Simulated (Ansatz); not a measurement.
# SiO2: further runs on the relaxed cell

One table from this session's results is given with a row withheld; the runs are named, their logs left out.

Method: DFT LDA, scalar-relativistic, plane waves, PAW, in Ansatz 0.2.0.

**The system as given**

Symmetry: P2_13, No. 198, cubic system. Conventional cell: a = 7.050 Å, b = 7.050 Å, c = 7.050 Å, α = 90.00°, β = 90.00°, γ = 90.00°. Si (site symmetry 3) has 4 O at 1.60 to 1.61 Å in its first shell of neighbours. O (site symmetry 3) has 2 Si at 1.60 Å in its first shell of neighbours. Around O (site symmetry 1) lie 2 Si at 1.61 Å.

Structure file:

```cif
data_structure
_symmetry_space_group_name_H-M 'P2_13'
_symmetry_Int_Tables_number 198
_cell_length_a 7.0503
_cell_length_b 7.0503
_cell_length_c 7.0503
_cell_angle_alpha 90.000
_cell_angle_beta 90.000
_cell_angle_gamma 90.000
_cell_volume 350.45
loop_
_atom_site_label
_atom_site_type_symbol
_atom_site_symmetry_multiplicity
_atom_site_Wyckoff_symbol
_atom_site_fract_x
_atom_site_fract_y
_atom_site_fract_z
_atom_site_occupancy
Si1 Si 4 a 0.28376 0.28376 0.28376 1
Si2 Si 4 a 0.02207 0.02207 0.02207 1
O1 O 4 a 0.15276 0.15276 0.15276 1
O2 O 12 b 0.63912 0.66442 0.03791 1
```

This cell was relaxed beforehand with the same method: volume 14.60 Å³/atom, gap on the mesh 5.64 eV.

Set-up of the first run:

Contents of input.yaml:

```yaml
crystal:
  lattice:
    - [6.9790681301, 0.0, 0.0]
    - [0.0, 6.9790681301, 0.0]
    - [0.0, 0.0, 6.9790681301]
  atoms:
    - { symbol: Si, position: [0.2837569155, 0.2837569155, 0.2837569155] }
    - { symbol: Si, position: [0.2162430845, 0.7162430845, 0.7837569155] }
    - { symbol: Si, position: [0.7837569155, 0.2162430845, 0.7162430845] }
    - { symbol: Si, position: [0.7162430845, 0.7837569155, 0.2162430845] }
    - { symbol: Si, position: [1.0220656142, 1.0220656142, 1.0220656142] }
    - { symbol: Si, position: [0.4779343858, -0.0220656142, 0.5220656142] }
    - { symbol: Si, position: [0.5220656142, 0.4779343858, -0.0220656142] }
    - { symbol: Si, position: [-0.0220656142, 0.5220656142, 0.4779343858] }
    - { symbol: O, position: [0.1527558841, 0.1527558841, 0.1527558841] }
    - { symbol: O, position: [0.3472441159, 0.8472441159, 0.6527558841] }
    - { symbol: O, position: [0.6527558841, 0.3472441159, 0.8472441159] }
    - { symbol: O, position: [0.8472441159, 0.6527558841, 0.3472441159] }
    - { symbol: O, position: [0.6391200602, 0.6644170582, 0.0379145809] }
    - { symbol: O, position: [0.8608799398, 0.3355829418, 0.5379145809] }
    - { symbol: O, position: [0.1391200602, 0.8355829418, 0.9620854191] }
    - { symbol: O, position: [0.3608799398, 0.1644170582, 0.4620854191] }
    - { symbol: O, position: [0.0379145809, 0.6391200602, 0.6644170582] }
    - { symbol: O, position: [0.5379145809, 0.8608799398, 0.3355829418] }
    - { symbol: O, position: [0.9620854191, 0.1391200602, 0.8355829418] }
    - { symbol: O, position: [0.4620854191, 0.3608799398, 0.1644170582] }
    - { symbol: O, position: [0.6644170582, 0.0379145809, 0.6391200602] }
    - { symbol: O, position: [0.3355829418, 0.5379145809, 0.8608799398] }
    - { symbol: O, position: [0.8355829418, 0.9620854191, 0.1391200602] }
    - { symbol: O, position: [0.1644170582, 0.4620854191, 0.3608799398] }
basis:
  ecutwfc: 420
kpoints:
  mp_grid: { grid: [4, 4, 4] }
hamiltonian:
  xc: lda
scf:
  occupations: { method: gaussian, width: 0.02 }
output:
  forces: true
  stress: true
  eigenvalues: true
relax:
  adjacent_minimum: "off"
  f_tol: 0.01
  max_steps: 30
```

The run is started by

```bash
> ansatz run input.yaml --threads 4 --pin off --max-ram 10240MiB --backend cpu --events-out ev --progress --plain --runs-dir out
```

Among the steps run: Point at V/V0 = 0.97; The cell scaled to 1.03 of its volume; The cell scaled to 0.94 of its volume; Volume × 1.06; The cell scaled to 0.91 of its volume; Volume × 1.10; The cell scaled to 0.88 of its volume.

One table of the session follows, with a row left open; its other results are not shown here.

It belongs to the step «Equation of state». 

| volume (Å³/atom) | energy above the lowest point (meV/atom) | pressure (GPa) | gap on the mesh (eV) |
| --- | --- | --- | --- |
| 12.850 | 10.0 | 2.16 | 5.94 |
| 13.288 | 5.1 | 1.38 | 5.86 |
| 13.726 | ? | ? | ? |
| 14.164 | 0.5 | 0.36 | 5.71 |
| 14.602 | 0.0 | -0.04 | 5.64 |
| 15.040 | 0.5 | -0.37 | 5.57 |
| 15.478 | 2.1 | -0.78 | 5.51 |
| 16.062 | 5.2 | -1.10 | 5.42 |

Q: Estimate the row for volume (Å³/atom) = 13.726 from the others.

Worked estimate for «energy above the lowest point (meV/atom)». A straight line through the neighbours (13.288, 5.1) and (14.164, 0.5) gives 5.1 + (0.5 − 5.1) × (13.726 − 13.288) / (14.164 − 13.288) = 2.8; a parabola fitted to 4 rows on both sides gives 2.1.

**Answer.** energy above the lowest point (meV/atom): 2.0; pressure (GPa): 0.81; gap on the mesh (eV): 5.78. In «energy above the lowest point (meV/atom)» the line misses by +0.8 and the parabola by +0.1.

To keep in mind: Warnings in the runs' records: stress scf threshold loose.
